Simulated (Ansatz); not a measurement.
**C₂H₄BCl: basis-set convergence**

Aim: see how fast density functionals converge with the basis set for C₂H₄BCl.

Method: one geometry, several basis sets; program: Ansatz 0.2.0, Gaussian basis.

The runs, in order: PBE0-D4/def2-SVP; ωB97M-V/def2-SVP; PBE0-D4/def2-QZVPP; ωB97M-V/def2-QZVPP; the functionals' def2-TZVPP values are taken from earlier runs.

## (1) The geometry

All runs share one geometry, relaxed beforehand with PBE0-D4 in a triple-zeta def2 set.

SMILES `BC(=C)Cl`, 8 atoms, charge 0, spin multiplicity 1.

Atoms are counted from 1 here; the program's logs count them from 0.

Bond lengths: B1–C2 1.537 Å, B1–H5 1.192 Å, B1–H6 1.195 Å, C2–C3 1.337 Å, C2–Cl4 1.742 Å, C3–H7 1.085 Å, C3–H8 1.084 Å. Angles: C2–B1–H5 121.8°, C2–B1–H6 117.2°, H5–B1–H6 120.9°, B1–C2–C3 121.8°, B1–C2–Cl4 119.3°, C3–C2–Cl4 118.9°, C2–C3–H7 123.1°, C2–C3–H8 118.8°, H7–C3–H8 118.1°.

## (2) PBE0-D4 in def2-SVP

Input file in.yaml:

```yaml
crystal:
  periodic: [false, false, false]
  atoms:
    - {symbol: B, position_ang: [-0.436022, 1.160530, -0.380015]}
    - {symbol: C, position_ang: [-0.184545, -0.349926, -0.245563]}
    - {symbol: C, position_ang: [0.688704, -0.842064, 0.639157]}
    - {symbol: Cl, position_ang: [-1.058713, -1.454360, -1.271090]}
    - {symbol: H, position_ang: [-1.214558, 1.600349, -1.167658]}
    - {symbol: H, position_ang: [0.183784, 1.884478, 0.341307]}
    - {symbol: H, position_ang: [0.882584, -1.903311, 0.752251]}
    - {symbol: H, position_ang: [1.230966, -0.152698, 1.275711]}
basis:
  gaussian: {orbitals: def2-SVP}
hamiltonian: {xc: pbe0, dispersion: d4}
output: {orbitals: {seedname: orbitals}}
```

Started as:

```
ansatz run in.yaml --threads 2 --pin off --events-out ev --progress --plain --max-ram 4352MiB
```

The runs that follow: ωB97M-V in def2-SVP; PBE0-D4 in def2-QZVPP; ωB97M-V in def2-QZVPP.

Q: Predict the results of all the runs planned. Wanted: PBE0-D4: double and triple zeta above quadruple; ωB97M-V: double and triple zeta above quadruple.

The runs gave:

```
                                       quantity          value
PBE0-D4: double and triple zeta above quadruple  7.98, 0.53 eV
ωB97M-V: double and triple zeta above quadruple  8.10, 0.50 eV
```

PBE0-D4 gains 7.45 eV from double to triple zeta, then 0.53 eV more. Total energies overstate the basis error of differences, where much of it tends to cancel.
